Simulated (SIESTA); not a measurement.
W3Se4S2, a slab with vacuum:

```
CELL_PARAMETERS angstrom
3.27496 0.00000 0.00000
-1.63748 2.83620 0.00000
0.00000 0.00000 30.25478
ATOMIC_POSITIONS crystal
W 0.33333 0.66667 0.00000
W 0.00000 0.00000 0.23134
W 0.00000 0.00000 0.76866
Se 0.33333 0.66667 0.28754
Se 0.33333 0.66667 0.82486
Se 0.33333 0.66667 0.17514
Se 0.33333 0.66667 0.71246
S 0.00000 0.00000 0.94897
S 0.00000 0.00000 0.05103
```

- Program: SIESTA 5.4.2
- Task: single point
- Functional: PBEsol
- Potentials or basis: PseudoDojo 0.4 standard (PBEsol files)
- Basis: DZP (energy shift 0.003 Ry; two zetas on semicore shells)
- Grid cutoff: 800 Ry
- Energy shift: 0.003 Ry
- k mesh: 9 × 9 × 1
- Occupations: fermi-dirac, width 0.05 eV
- Spin: no spin polarisation

On this cell: largest force 0.401 eV/Å; band gap on the k mesh 0.73 eV, direct.

The same run follows on a disturbed copy (atoms moved at random, drawn with an rms of 0.05 Å):

```
W Se S
1.0
     3.27496    0.00000    0.00000
    -1.63748    2.83620    0.00000
     0.00000    0.00000   30.25478
W Se S
3 4 2
Direct
  0.32400 0.65739 0.99940
  0.99000 0.00309 0.23195
  0.98537 0.98077 0.76862
  0.32566 0.66598 0.28718
  0.32288 0.66688 0.82482
  0.33103 0.66179 0.17431
  0.34673 0.68578 0.71225
  0.00331 0.00629 0.94841
  0.98437 0.00050 0.05148
```

Problem. What does the disturbed cell give?

Solution. The energy moves by +13.5 meV/atom; largest force 1.477 eV/Å; band gap on the k mesh 0.77 eV, direct.

Forces in eV/Å, atoms in the order of the input:
```
W   -0.181  0.673  0.484
W    0.454 -0.293 -1.115
W    0.117  1.472  0.024
Se  -0.147  0.111  0.802
Se   0.166 -0.538  0.438
Se  -0.307  0.183  0.231
Se  -0.282 -0.931 -0.380
S   -0.124 -0.430 -0.031
S    0.305 -0.244 -0.454
```

Stress tensor (GPa, compression positive):
```
-0.93  0.15  0.98
 0.15 -1.39  0.46
 0.98  0.46  0.29
```

Caveats: short orbitals over semicore shells can move pressures by several GPa; spin-orbit coupling is left out, which moves the levels of the heavy elements; the basis of atomic orbitals isn't converged, which shifts pressures, moduli and gaps.

A k mesh can miss the band edges.
